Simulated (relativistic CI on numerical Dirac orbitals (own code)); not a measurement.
# Pb VI (Pb⁵⁺): levels and lines, part 2 of 2

Aim: the low levels of Pb⁵⁺, their labels and the strongest lines; further runs change one setting each.

Calculated with an in-house relativistic CI code, version 4; Dirac-Coulomb-Breit CI, KLI orbitals optimised for each configuration.

## (5) Without QED terms

Settings of the run:

```ini
atom Pb  Z=82  charge=5  electrons=77
nucleus A=208  rms_radius_fm=5.5012
hamiltonian dirac-coulomb  breit=on  qed=off  c_scale=1
orbitals kli  potential=per-configuration
slater_scale 0.85
correlation p86
mixing on
configurations
  [Xe] 4f14 5d9
  [Xe] 4f14 5d8 6s
  [Xe] 4f14 5d8 5f
  [Xe] 4f14 5d8 6p
  [Xe] 4f14 5d8 5g
  [Kr] 4d10 4f14 5s2 5p5 5d10
  [Xe] 4f14 5d8 6d
  [Xe] 4f14 5d8 7s
  [Xe] 4f14 5d7 6s 6p
  [Xe] 4f14 5d8 7p
  [Xe] 4f14 5d8 7d
  [Xe] 4f14 5d8 6f
  [Xe] 4f14 5d8 8s
  [Xe] 4f14 5d8 8p
  [Xe] 4f14 5d8 7f
  [Xe] 4f14 5d7 5f 6s
  [Kr] 4d10 4f14 5s2 5p5 5d9 5f
  [Kr] 4d10 4f14 5s 5p6 5d10
  [Kr] 4d10 4f14 5s2 5p5 5d9 5g
  [Xe] 4f14 5d7 6p 6d
  [Xe] 4f14 5d7 5f 5g
  [Kr] 4d10 4f14 5s2 5p5 5d9 6s
  [Xe] 4f14 5d7 6s2
  [Xe] 4f14 5d6 5f 6s2
  [Xe] 4f14 5d6 6s2 6p
  [Xe] 4f14 5d6 5g 6s2
  [Xe] 4f14 5d6 6s2 6d
end
```

Results of the run:

```text
{
  "status": "converged",
  "levels [i, E_cm, J2, conf, term, w_term, w_jj]": [
    [0, 0, 5, "5s2 5p6 5d9", "2D", 0.9956, 0.9956],
    [1, 21518.532, 3, "5s2 5p6 5d9", "2D", 0.9955, 0.9955],
    [2, 140979.19, 9, "5s2 5p6 5d8 6s", "4F", 0.9488, 0.9447],
    [3, 148183.83, 7, "5s2 5p6 5d8 6s", "4F", 0.5275, 0.8702],
    [4, 152836.41, 5, "5s2 5p6 5d8 6s", "2D", 0.4266, 0.9633],
    [5, 155005.64, 3, "5s2 5p6 5d8 6s", "2D", 0.5098, 0.8903],
    [6, 164324.18, 5, "5s2 5p6 5d8 6s", "4F", 0.7418, 0.9328],
    [7, 165277.7, 7, "5s2 5p6 5d8 6s", "2F", 0.5037, 0.8962],
    [8, 168795.71, 1, "5s2 5p6 5d8 6s", "4P", 0.7464, 0.7675],
    [9, 172522.2, 3, "5s2 5p6 5d8 6s", "4P", 0.6172, 0.8783],
    [10, 174484.87, 5, "5s2 5p6 5d8 6s", "2F", 0.4375, 0.9908],
    [11, 178888.77, 3, "5s2 5p6 5d8 6s", "2P", 0.4727, 0.7994],
    "... 388 more rows left out ..."
  ],
  "n_levels_all": 6502,
  "total_energy [Ha]": -20888.687584,
  "configurations [conf, odd, states, E_av_cm, breit_Ha, qed_Ha, corr_Ha]": [
    ["5s2 5p6 5d9", 0, 10, 11376, 24.74, 17.04, -5.527],
    ["5s2 5p6 5d8 6s", 0, 90, 169902, 24.74, 17.04, -5.506],
    ["5s2 5p6 5d8 5f", 1, 630, 424931, 24.73, 17.04, -5.498],
    ["5s2 5p6 5d8 6p", 1, 270, 282983, 24.74, 17.04, -5.497],
    ["5s2 5p6 5d8 5g", 0, 810, 551922, 24.74, 17.04, -5.471],
    ["5s2 5p5 5d10", 1, 6, 620980, 24.73, 17.04, -5.523],
    ["5s2 5p6 5d8 6d", 0, 450, 413301, 24.74, 17.04, -5.49],
    ["5s2 5p6 5d8 7s", 0, 90, 430937, 24.74, 17.04, -5.492],
    ["5s2 5p6 5d7 6s 6p", 1, 1440, 454305, 24.74, 17.04, -5.483],
    ["5s2 5p6 5d8 7p", 1, 270, 473848, 24.74, 17.04, -5.489],
    ["5s2 5p6 5d8 7d", 0, 450, 530295, 24.74, 17.04, -5.485],
    ["5s2 5p6 5d8 6f", 1, 630, 530661, 24.74, 17.04, -5.491],
    ["5s2 5p6 5d8 8s", 0, 90, 537268, 24.74, 17.04, -5.483],
    ["5s2 5p6 5d8 8p", 1, 270, 558324, 24.74, 17.04, -5.484],
    "... 13 more rows left out ..."
  ],
  "ionisation_energy [eV]": 84.6374
}
```

Wall time 11 s (1 thread of Arm Neoverse V1, shared host).

Shifts of the excitation energies against the main run, counted from its lowest level (cm⁻¹):

```csv
level,main run,shift
5d9 2D3/2,21574,-55.5
5d8 6s 4F9/2,141566,-586.6
5d8 6s [5d5/2^4 6s] J=7/2,148766,-582.6
5d8 6s [5d5/2^4 6s] J=5/2,153419,-582.4
5d8 6s [5d5/2^4 6s] J=3/2,155590,-584.6
5d8 6s 4F5/2,164963,-638.4
5d8 6s [5d3/2^3 5d5/2^5 6s] J=7/2,165903,-625.4
5d8 6s 4P1/2,169397,-601.3
5d8 6s [5d3/2^3 5d5/2^5 6s] J=3/2,173164,-641.8
5d8 6s [5d3/2^3 5d5/2^5 6s] J=5/2 (ii),175117,-631.7
5d8 6s [5d3/2^3 5d5/2^5 6s] J=3/2 (ii),179525,-636.7
5d8 6s 2G9/2,181957,-632.2
```

## (6) One common potential

The settings differ from step 5 so:

```diff
@@ -2,4 +2,4 @@
 nucleus A=208  rms_radius_fm=5.5012
-hamiltonian dirac-coulomb  breit=on  qed=off  c_scale=1
-orbitals kli  potential=per-configuration
+hamiltonian dirac-coulomb  breit=on  qed=on  c_scale=1
+orbitals kli  potential=mean
 slater_scale 0.85
```

Results of the run:

```text
{
  "status": "converged",
  "levels [i, E_cm, J2, conf, term, w_term, w_jj]": [
    [0, 0, 5, "5s2 5p6 5d9", "2D", 0.9951, 0.9951],
    [1, 21399.258, 3, "5s2 5p6 5d9", "2D", 0.9953, 0.9953],
    [2, 141451.7, 9, "5s2 5p6 5d8 6s", "4F", 0.9484, 0.9451],
    [3, 148701.89, 7, "5s2 5p6 5d8 6s", "4F", 0.5268, 0.8709],
    [4, 153303.76, 5, "5s2 5p6 5d8 6s", "2D", 0.4268, 0.9643],
    [5, 155505.4, 3, "5s2 5p6 5d8 6s", "2D", 0.5107, 0.8914],
    [6, 164958.02, 5, "5s2 5p6 5d8 6s", "4F", 0.7434, 0.9336],
    [7, 165927.21, 7, "5s2 5p6 5d8 6s", "2F", 0.5025, 0.8964],
    [8, 169289.6, 1, "5s2 5p6 5d8 6s", "4P", 0.7438, 0.7701],
    [9, 173147.32, 3, "5s2 5p6 5d8 6s", "4P", 0.6214, 0.8812],
    [10, 175141.04, 5, "5s2 5p6 5d8 6s", "2F", 0.4367, 0.9913],
    [11, 179562.09, 3, "5s2 5p6 5d8 6s", "2P", 0.4754, 0.7989],
    [12, 181935.66, 9, "5s2 5p6 5d8 6s", "2G", 0.9468, 0.9439],
    [13, 182936.23, 7, "5s2 5p6 5d8 6s", "2G", 0.9022, 0.9727],
    [14, 184700.4, 1, "5s2 5p6 5d8 6s", "2P", 0.8278, 0.8826],
    [15, 193977.97, 3, "5s2 5p6 5d8 6s", "2D", 0.4579, 0.7676],
    "... 384 more rows left out ..."
  ],
  "n_levels_all": 6502,
  "total_energy [Ha]": -20871.647548,
  "configurations [conf, odd, states, E_av_cm, breit_Ha, qed_Ha, corr_Ha]": [
    ["5s2 5p6 5d9", 0, 10, 11414.7, 24.74, 17.04, -5.531],
    ["5s2 5p6 5d8 6s", 0, 90, 170495, 24.74, 17.04, -5.505],
    ["5s2 5p6 5d8 5f", 1, 630, 425991, 24.73, 17.04, -5.496],
    ["5s2 5p6 5d8 6p", 1, 270, 284257, 24.74, 17.04, -5.495],
    ["5s2 5p6 5d8 5g", 0, 810, 557159, 24.73, 17.04, -5.464],
    ["5s2 5p5 5d10", 1, 6, 620025, 24.73, 17.04, -5.524],
    ["5s2 5p6 5d8 6d", 0, 450, 416429, 24.73, 17.04, -5.486],
    ["5s2 5p6 5d8 7s", 0, 90, 434763, 24.73, 17.04, -5.488],
    ["5s2 5p6 5d7 6s 6p", 1, 1440, 463204, 24.73, 17.04, -5.477],
    ["5s2 5p6 5d8 7p", 1, 270, 477769, 24.73, 17.04, -5.484],
    ["5s2 5p6 5d8 7d", 0, 450, 534647, 24.73, 17.04, -5.479],
    ["5s2 5p6 5d8 6f", 1, 630, 534302, 24.73, 17.04, -5.486],
    ["5s2 5p6 5d8 8s", 0, 90, 542021, 24.73, 17.04, -5.477],
    ["5s2 5p6 5d8 8p", 1, 270, 563167, 24.73, 17.04, -5.478],
    "... 13 more rows left out ..."
  ]
}
```

It took 9.7 s on 1 thread of Arm Neoverse V1, shared host.

How the levels moved (cm⁻¹, from the main run's lowest level):

```csv
level,main run,shift
5d9 2D3/2,21574,-174.8
5d8 6s 4F9/2,141566,-114.0
5d8 6s [5d5/2^4 6s] J=7/2,148766,-64.5
5d8 6s [5d5/2^4 6s] J=5/2,153419,-115.0
5d8 6s [5d5/2^4 6s] J=3/2,155590,-84.8
5d8 6s 4F5/2,164963,-4.5
5d8 6s [5d3/2^3 5d5/2^5 6s] J=7/2,165903,+24.1
5d8 6s 4P1/2,169397,-107.4
5d8 6s [5d3/2^3 5d5/2^5 6s] J=3/2,173164,-16.7
5d8 6s [5d3/2^3 5d5/2^5 6s] J=5/2 (ii),175117,+24.4
5d8 6s [5d3/2^3 5d5/2^5 6s] J=3/2 (ii),179525,+36.6
5d8 6s 2G9/2,181957,-21.7
```

## (7) What each setting moved

This closing draws on all 2 parts.

| run | time | mean size of shift, levels followed (cm⁻¹) | lowest level | ionisation energy (eV) |
| --- | --- | --- | --- | --- |
| main run | 12 s | 0 | 5d9 2D5/2 | 84.647 |
| correlation estimate lda-sx | 12 s | 750 | 5d9 2D5/2 | 84.955 |
| Slater integrals scaled by 1 | 12 s | 994 | 5d9 2D5/2 | 84.467 |
| without QED terms | 11 s | 567 | 5d9 2D5/2 | 84.637 |
| one common potential | 9.7 s | 65.7 | 5d9 2D5/2 | - |

The tabulated theoretical ionisation energy (NIST) is 82.9 eV.

## (8) Results

| quantity | value |
| --- | --- |
| lowest level | 5d9 2D5/2 |
| first excitation | 5d9 2D3/2, 21574 cm⁻¹ |
| lowest level of the other parity | 5d8 6p [5d5/2^4 6p1/2] J=7/2°, 231284 cm⁻¹ |
| levels in the model | 6502 |
| fastest E1 line (by rate) to the lowest level among the lowest 400 of 6502 levels | 22.22 nm, from 5d8 5f 2F°7/2 + 5d8 7p 2F° (vi) |
| ionisation energy | 84.647 eV |
| ionisation energy, tabulated theoretical (NIST) | 82.9 eV |

In words: 5d9 2D5/2 comes out lowest; its LS label holds 100 % and its jj label 100 %; over the low levels the means are 71 and 92 %, so jj coupling describes them better. The ionisation energy agrees with the tabulated theoretical value within its uncertainty of 2 eV. The largest mover is «Slater integrals scaled by 1» (994 cm⁻¹ on average). Lifetimes count radiative decay inside the model alone.
